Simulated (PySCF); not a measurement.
# C4H3BF2O: electronic excitations

Wanted: the electronic excitations of C4H3BF2O (`C=C=C(C=O)B(F)F`), by calculation.

Computed with PySCF 2.14.0, with density-fitted response routines of our own, on a single molecule in the gas phase. Atoms count from 0, in the outputs and in this text.

**1. Starting geometry**

11 atoms, charge 0, multiplicity 1; geometry from: GFN2-xTB.

Bonds of the start (Å): C0–C1 1.28, C1–C2 1.32, C2–C3 1.48, C3–O4 1.20, C2–B5 1.55, B5–F6 1.32, B5–F7 1.32, C0–H8 1.08, C0–H9 1.08, C3–H10 1.10.

**2. Ultraviolet spectrum: CAM-B3LYP/def2-SVPD**

Job settings and geometry (Å):

```
{"job": {"kind": "uv", "xc": "CAM-B3LYP", "basis": "def2-SVPD", "nstates": 8, "ntriplets": 3}, "charge": 0, "multiplicity": 1}
C      2.101851    -0.453545     0.509410
C      0.881502    -0.188286     0.211609
C     -0.379795     0.056699    -0.098828
C     -1.253163    -1.080493    -0.483713
O     -0.917492    -2.231467    -0.548074
B     -0.962228     1.494466    -0.069316
F     -0.246199     2.551370     0.258638
F     -2.217850     1.756713    -0.371487
H      2.403287    -0.684139     1.517816
H      2.880445    -0.455847    -0.235377
H     -2.284933    -0.762801    -0.716641
```

With the program's defaults for keys left out, this is: TDDFT CAM-B3LYP/def2-SVPD, vertical, gas phase, core orbitals frozen in the response.

Started as:

```
$ OMP_NUM_THREADS=1 python probes_run.py task.json out
```

One launch serves the whole session: the jobs run in the order shown.

Predict these results of the whole session: lowest singlet (CAM-B3LYP/def2-SVPD); brightest single state of those computed; lowest triplet.

The runs gave:

| quantity | value |
| --- | --- |
| lowest singlet (CAM-B3LYP/def2-SVPD) | 3.66 eV (338 nm), f = 0.000 |
| brightest single state of those computed | state 3, 5.83 eV, f = 0.234 |
| lowest triplet | 3.21 eV |

What this shows: The lowest singlet, at 3.66 eV, is HOMO→LUMO 0.86, HOMO→LUMO+2 0.11 and is dark; of the 8 states computed, the strongest absorption comes from state 3 at 5.83 eV (the last state computed is bright too, and its partners may lie past the list). The lowest triplet lies 0.46 eV below the lowest singlet (triplets in Tamm-Dancoff, singlets in full TDDFT).
